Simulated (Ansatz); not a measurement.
# Molecular dynamics of LiMg$_{6}$GaO$_{8}$

Input:

```yaml
accuracy: low
crystal:
  lattice:
    - [-4.245793, -4.245793, 0.0]
    - [4.245793, -4.245793, 0.0]
    - [0.0, 0.0, 8.473007]
  atoms:
    - { symbol: Li, position: [0.53621608, 0.49048691, 0.03920875] }
    - { symbol: Mg, position: [0.03700841, 0.50806582, 0.0054666] }
    - { symbol: Mg, position: [0.0572093, 0.46978288, 0.52715137] }
    - { symbol: Mg, position: [0.27448098, 0.23035893, 0.25355891] }
    - { symbol: Mg, position: [0.28139873, 0.25490658, 0.76705467] }
    - { symbol: Mg, position: [0.30294289, 0.71026275, 0.26059366] }
    - { symbol: Mg, position: [0.26129584, 0.79712845, 0.7908552] }
    - { symbol: Ga, position: [0.55322428, 0.55430368, 0.51768337] }
    - { symbol: O, position: [0.57025638, 0.4691409, 0.30056015] }
    - { symbol: O, position: [0.52778797, 0.47312628, 0.73784305] }
    - { symbol: O, position: [0.07802118, 0.4999707, 0.27922241] }
    - { symbol: O, position: [0.03541091, 0.49373084, 0.78051449] }
    - { symbol: O, position: [0.29014024, 0.26219449, 0.02196664] }
    - { symbol: O, position: [0.2673752, 0.24625642, 0.49950787] }
    - { symbol: O, position: [0.27359811, 0.76203059, 0.0171165] }
    - { symbol: O, position: [0.31104405, 0.77177411, 0.51070511] }
    - { symbol: Li, position: [0.01181787, 0.0011712, 0.01727779] }
    - { symbol: Mg, position: [0.49337479, 0.01921082, 0.0102808] }
    - { symbol: Mg, position: [0.57080645, -0.02206958, 0.50174201] }
    - { symbol: Mg, position: [0.79821297, 0.71613803, 0.25726457] }
    - { symbol: Mg, position: [0.75661709, 0.74064615, 0.78124348] }
    - { symbol: Mg, position: [0.81208852, 0.23719862, 0.25181349] }
    - { symbol: Mg, position: [0.77413514, 0.2535418, 0.77057883] }
    - { symbol: Ga, position: [0.08482699, 0.00727281, 0.48766565] }
    - { symbol: O, position: [0.05176319, 0.01628797, 0.27226131] }
    - { symbol: O, position: [0.00737521, -0.00602545, 0.73681638] }
    - { symbol: O, position: [0.52476319, -0.03833469, 0.25927703] }
    - { symbol: O, position: [0.5278744, -0.03542473, 0.76992094] }
    - { symbol: O, position: [0.77651415, 0.74009928, 0.015763] }
    - { symbol: O, position: [0.80579429, 0.70921733, 0.50761733] }
    - { symbol: O, position: [0.80502149, 0.22671708, 0.0254651] }
    - { symbol: O, position: [0.79065452, 0.23199048, 0.51957331] }
basis:
  ecutwfc: 420.0
kpoints:
  mp_grid: { grid: [2, 2, 1] }
hamiltonian:
  xc: lda
scf:
  occupations: { method: fermi_dirac, width: 0.05 }
  lower_state_search: "off"
md:
  timestep: 1.5
  n_steps: 400
  ensemble: nvt_nose_hoover
  temperature: 2400.0
  initial_velocities: maxwell_boltzmann
  seed: 674216
  nose_hoover: { tau: 100.0, chain_length: 3 }
```

Launched with:

```bash
$ ansatz run input.yaml --threads 2 --pin off --max-ram 5120MiB --backend cpu --events-out ev --progress --plain --runs-dir out
```

It goes on from the last frame of an earlier run, with new velocities.

Output, in part (step lines):

```
md step     0: t =     0.00 fs  T =  2400.0 K  F+E_penalty+E_count = -39558.80487961 eV  E_kin = 9.616944 eV  conserved = -39549.18793569 eV  (9 SCF iters)
md step     1: t =     1.50 fs  T =  2382.7 K  F+E_penalty+E_count = -39558.73561127 eV  E_kin = 9.547742 eV  conserved = -39549.18787281 eV  (8 SCF iters)
md step     2: t =     3.00 fs  T =  2338.9 K  F+E_penalty+E_count = -39558.55923789 eV  E_kin = 9.372241 eV  conserved = -39549.18704137 eV  (8 SCF iters)
md step     3: t =     4.50 fs  T =  2272.3 K  F+E_penalty+E_count = -39558.29058202 eV  E_kin = 9.105137 eV  conserved = -39549.18563818 eV  (8 SCF iters)
md step     4: t =     6.00 fs  T =  2188.7 K  F+E_penalty+E_count = -39557.95346800 eV  E_kin = 8.770056 eV  conserved = -39549.18396741 eV  (8 SCF iters)
md step     5: t =     7.50 fs  T =  2095.0 K  F+E_penalty+E_count = -39557.57604117 eV  E_kin = 8.394938 eV  conserved = -39549.18234752 eV  (5 SCF iters)
md step     6: t =     9.00 fs  T =  1998.3 K  F+E_penalty+E_count = -39557.18585411 eV  E_kin = 8.007202 eV  conserved = -39549.18102438 eV  (4 SCF iters)
md step     7: t =    10.50 fs  T =  1904.1 K  F+E_penalty+E_count = -39556.80605727 eV  E_kin = 7.629980 eV  conserved = -39549.18011373 eV  (4 SCF iters)
[... lines left out ...]
```

The steps, from the saved trajectory:

```json
{"time (fs)": "0", "T (K)": "2400", "potential energy less start (eV)": "0.000", "conserved less start (meV/atom)": "0.00"}
{"time (fs)": "19.5", "T (K)": "1560", "potential energy less start (eV)": "3.406", "conserved less start (meV/atom)": "0.29"}
{"time (fs)": "39", "T (K)": "2167", "potential energy less start (eV)": "1.152", "conserved less start (meV/atom)": "-0.04"}
{"time (fs)": "58.5", "T (K)": "1719", "potential energy less start (eV)": "3.279", "conserved less start (meV/atom)": "0.19"}
{"time (fs)": "78", "T (K)": "2147", "potential energy less start (eV)": "2.062", "conserved less start (meV/atom)": "0.17"}
{"time (fs)": "97.5", "T (K)": "1919", "potential energy less start (eV)": "3.594", "conserved less start (meV/atom)": "0.35"}
{"time (fs)": "117", "T (K)": "2368", "potential energy less start (eV)": "2.471", "conserved less start (meV/atom)": "0.23"}
{"time (fs)": "136.5", "T (K)": "2346", "potential energy less start (eV)": "3.188", "conserved less start (meV/atom)": "0.43"}
{"time (fs)": "156", "T (K)": "2023", "potential energy less start (eV)": "4.939", "conserved less start (meV/atom)": "0.51"}
{"time (fs)": "175.5", "T (K)": "2435", "potential energy less start (eV)": "3.631", "conserved less start (meV/atom)": "0.31"}
{"time (fs)": "195", "T (K)": "2115", "potential energy less start (eV)": "5.163", "conserved less start (meV/atom)": "0.50"}
{"time (fs)": "214.5", "T (K)": "2489", "potential energy less start (eV)": "3.907", "conserved less start (meV/atom)": "0.39"}
{"time (fs)": "234", "T (K)": "2536", "potential energy less start (eV)": "3.891", "conserved less start (meV/atom)": "0.06"}
{"time (fs)": "253.5", "T (K)": "2479", "potential energy less start (eV)": "4.278", "conserved less start (meV/atom)": "0.29"}
{"time (fs)": "273", "T (K)": "2523", "potential energy less start (eV)": "4.254", "conserved less start (meV/atom)": "0.35"}
{"time (fs)": "292.5", "T (K)": "2554", "potential energy less start (eV)": "4.253", "conserved less start (meV/atom)": "0.30"}
{"time (fs)": "312", "T (K)": "2462", "potential energy less start (eV)": "4.737", "conserved less start (meV/atom)": "0.77"}
{"time (fs)": "331.5", "T (K)": "2510", "potential energy less start (eV)": "4.544", "conserved less start (meV/atom)": "0.55"}
{"time (fs)": "351", "T (K)": "2117", "potential energy less start (eV)": "6.073", "conserved less start (meV/atom)": "0.44"}
{"time (fs)": "370.5", "T (K)": "2682", "potential energy less start (eV)": "3.818", "conserved less start (meV/atom)": "0.45"}
{"time (fs)": "390", "T (K)": "2206", "potential energy less start (eV)": "5.681", "conserved less start (meV/atom)": "0.68"}
{"time (fs)": "409.5", "T (K)": "2786", "potential energy less start (eV)": "3.281", "conserved less start (meV/atom)": "0.53"}
{"time (fs)": "429", "T (K)": "1983", "potential energy less start (eV)": "6.305", "conserved less start (meV/atom)": "0.77"}
{"time (fs)": "448.5", "T (K)": "2424", "potential energy less start (eV)": "4.325", "conserved less start (meV/atom)": "0.39"}
{"time (fs)": "468", "T (K)": "2223", "potential energy less start (eV)": "4.876", "conserved less start (meV/atom)": "0.37"}
{"time (fs)": "487.5", "T (K)": "2621", "potential energy less start (eV)": "2.940", "conserved less start (meV/atom)": "0.28"}
{"time (fs)": "507", "T (K)": "2246", "potential energy less start (eV)": "4.001", "conserved less start (meV/atom)": "0.23"}
{"time (fs)": "526.5", "T (K)": "1906", "potential energy less start (eV)": "4.904", "conserved less start (meV/atom)": "0.44"}
{"time (fs)": "546", "T (K)": "2574", "potential energy less start (eV)": "1.765", "conserved less start (meV/atom)": "0.09"}
{"time (fs)": "565.5", "T (K)": "2040", "potential energy less start (eV)": "3.371", "conserved less start (meV/atom)": "0.25"}
{"time (fs)": "585", "T (K)": "1842", "potential energy less start (eV)": "3.721", "conserved less start (meV/atom)": "0.21"}
```

The run went to its last step. The conserved energy stayed within 0.77 meV per atom of its start (net change 0.045 meV per atom), so the integration is sound. A run of 0.6 ps of so small a system gives no equilibrium averages. Limits of this set-up: coarse k mesh, low accuracy level.

Mean squared displacements from the first frame to the last, about the centre of mass: Li 0.11 Å², Mg 0.13 Å², Ga 0.22 Å², O 0.10 Å².

Last frame:

```xyz
32
Lattice="-4.2458 -4.2458 0.0000 4.2458 -4.2458 0.0000 0.0000 0.0000 8.4730" Properties=species:S:1:pos:R:3
Li 0.036 -4.289 0.356
Mg 2.051 -2.423 -0.059
Mg 2.013 -2.296 4.254
Mg 0.054 -2.410 2.114
Mg -0.301 -2.386 6.699
Mg 2.140 -4.430 2.066
Mg 1.769 -4.486 6.458
Ga 0.035 -4.138 4.280
O -0.100 -4.270 2.286
O -0.443 -4.408 6.107
O 2.063 -2.587 2.425
O 1.947 -2.328 6.455
O -0.099 -2.062 -0.072
O -0.025 -2.122 4.656
O 1.936 -4.528 0.055
O 1.927 -4.407 4.427
Li -0.341 -0.274 0.017
Mg -2.373 -2.201 0.156
Mg -2.305 -2.415 4.414
Mg -0.211 -6.522 2.131
Mg -0.312 -6.600 6.681
Mg -2.406 -4.338 2.043
Mg -2.543 -4.802 6.585
Ga -0.305 -0.192 4.413
O -0.253 -0.435 2.256
O -0.262 -0.289 6.314
O -2.374 -2.227 2.303
O -2.546 -2.072 6.394
O -0.240 -6.447 0.080
O -0.144 -6.837 4.307
O -2.047 -4.632 0.249
O -2.601 -4.367 4.536
```

Time of the run: 19 min on 2 threads of Intel(R) Xeon(R) Platinum 8488C (Sapphire Rapids), on a shared host, peak memory 1 GiB.
